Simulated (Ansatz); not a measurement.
# GaH3Se3: up Jacob's ladder to CCSD(T)

An exercise on one series of results from a longer session: the logs are not shown, and one member is left open.

Program: Ansatz 0.2.0, Gaussian basis. Level of theory: functionals in def2-TZVPP, the program's frozen cores in correlated methods. These are calculated values, not measurements.

The runs, in order: LDA (SPW92), PBE-D4, revPBE-D4, BLYP-D4, r2SCAN-D4, B97M-V, PBE0-D4, B3LYP-D4, r2SCANh-D4, r2SCAN0-D4, HSE06-D4, BHLYP-D4, CAM-B3LYP-D4, LC-ωPBE, ωB97X-V, ωB97M-V, B2PLYP, PBE-QIDH; CCSD(T)/def2-SVP; CCSD(T)/def2-TZVPP; MP2/def2-QZVPP; extrapolation to the limit; RPA on PBE.

### The relaxed structure

The geometry comes from an earlier relaxation with PBE0-D4 in a triple-zeta def2 set; it is a stationary point, not always the lowest conformer.

SMILES `[SeH][Ga]([SeH])[SeH]`, 7 atoms, charge 0, spin multiplicity 1.

Atoms are counted from 1 here; the program's logs count them from 0.

Bond lengths: Se1–Ga2 2.324 Å, Se1–H5 1.468 Å, Ga2–Se3 2.323 Å, Ga2–Se4 2.325 Å, Se3–H6 1.469 Å, Se4–H7 1.469 Å. Angles: Ga2–Se1–H5 92.4°, Se1–Ga2–Se3 117.0°, Se1–Ga2–Se4 123.6°, Se3–Ga2–Se4 119.4°, Ga2–Se3–H6 92.0°, Ga2–Se4–H7 92.7°.

The first run:

in.yaml reads:

```yaml
crystal:
  periodic: [false, false, false]
  atoms:
    - {symbol: Se, position_ang: [-2.354651, -0.059433, 0.202635]}
    - {symbol: Ga, position_ang: [-0.037466, -0.019283, 0.375080]}
    - {symbol: Se, position_ang: [0.861390, -0.051850, 2.517251]}
    - {symbol: Se, position_ang: [1.389529, 0.050626, -1.459076]}
    - {symbol: H, position_ang: [-2.306893, -0.024164, -1.264558]}
    - {symbol: H, position_ang: [2.234828, -0.013753, 1.997678]}
    - {symbol: H, position_ang: [0.274565, 0.049958, -2.414811]}
basis:
  gaussian: {orbitals: def2-TZVPP}
hamiltonian: {xc: lda}
output: {orbitals: {seedname: orbitals}}
```

Started as:

```bash
$ ansatz run in.yaml --threads 2 --pin off --events-out ev --progress --plain --max-ram 32768MiB --backend cpu
```

Steps of the session up to this table: LDA; PBE-D4 (GGA); revPBE-D4 (GGA); BLYP-D4 (GGA); r2SCAN-D4 (meta-GGA); B97M-V (meta-GGA); B3LYP-D4 (hybrid); r2SCANh-D4 (hybrid); r2SCAN0-D4 (hybrid); HSE06-D4 (hybrid); BHLYP-D4 (hybrid); CAM-B3LYP-D4 (range-separated); LC-ωPBE (range-separated); ωB97X-V (range-separated); ωB97M-V (range-separated); B2PLYP (double hybrid); PBE-QIDH (double hybrid).

One of the session's tables, all rows but one given; the rest of the session is left out.

```
  functional  HOMO (eV)  LUMO (eV)  gap (eV)
 LDA (SPW92)      -6.28      -2.44      3.83
      PBE-D4      -6.12      -2.17      3.95
   revPBE-D4      -6.07      -2.07      4.00
     BLYP-D4      -5.93      -2.10      3.84
   r2SCAN-D4      -6.42      -1.98      4.43
      B97M-V      -6.43      -1.89      4.55
     PBE0-D4      -7.25      -1.35      5.90
    B3LYP-D4      -7.00      -1.61      5.39
  r2SCANh-D4          ?          ?         ?
  r2SCAN0-D4      -7.45      -1.25      6.20
    HSE06-D4      -6.86      -1.71      5.15
    BHLYP-D4      -8.21      -0.47      7.73
CAM-B3LYP-D4      -8.50      -0.41      8.08
     LC-ωPBE      -9.87       0.73     10.60
     ωB97X-V      -9.52       0.63     10.15
     ωB97M-V      -9.38       0.45      9.83
```

Estimate the missing values for r2SCANh-D4.

Worked estimate for «HOMO (eV)». Against the share of exact exchange, r2SCAN-D4 (0, -6.42), r2SCAN0-D4 (0.25, -7.45) give a slope of -4.12 per unit share; at 0.1 the line stands at -6.83.

As computed: HOMO (eV): -6.83; LUMO (eV): -1.69; gap (eV): 5.14. In «HOMO (eV)» the line misses by 0.00.

To keep in mind: All levels share the lack of spin-orbit coupling, which lowers the free heavy atoms and so the true binding.
